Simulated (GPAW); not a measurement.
Here is a GPAW 26.7.0 calculation.

File run.py:

```python
from ase.dft.bandgap import bandgap
from ase.io import read, write
from ase.units import GPa
from gpaw import GPAW, PW

atoms = read('ZnRe.xyz')

calc = GPAW(mode=PW(600),
            xc='PBE',
            kpts={'size': (11, 11, 6), 'gamma': True},
            occupations={'name': 'fermi-dirac', 'width': 0.05},
            nbands=24,
            convergence={'density': 1e-05, 'energy': 1e-05},
            maxiter=150,
            txt='gpaw.txt')
atoms.calc = calc
energy = atoms.get_potential_energy()
forces = atoms.get_forces()
stress = atoms.get_stress()
calc.write('gs.gpw')
write('result.traj', atoms)
print(f'Energy: {energy:.6f} eV')
print('Forces (eV/A):')
print(forces.round(4))
print('Stress (GPa):', (stress / GPa).round(3))
print('Fermi level:', round(calc.get_fermi_level(), 4), 'eV')
print(f'Gap: {bandgap(calc)[0]:.4f} eV, direct: {bandgap(calc, direct=True)[0]:.4f} eV')
```

Contents of ZnRe.xyz:

```xyz
2
Lattice="2.7482183437 0.0000000000 0.0000000000 -1.3741091718 2.3800269008 0.0000000000 0.0000000000 0.0000000000 4.4940660000" Properties=species:S:1:pos:R:3 pbc="T T T"
Re    -0.0196071637      1.5700585259      2.3023594465
Zn     0.0429821349      0.0045030109     -0.0411746327
```

Potentials or basis: GPAW PAW data sets (gpaw-data 1.2.1), pw.

Launch:

```sh
$ OMP_NUM_THREADS=1 python run.py
```

Question: Estimate the largest force.

Answer: 0.937 eV/Å.

Question: Estimate the band gap on the k mesh.

Answer: None (metal or under the smearing width).

Question: Estimate the pressure.

Answer: -0.7 GPa.

Stress tensor (GPa, compression positive):
```
-1.19 -0.56 -0.37
-0.56 -0.79 -0.10
-0.37 -0.10 -0.26
```

The run has no spin-orbit coupling, so splittings on Re are missing.
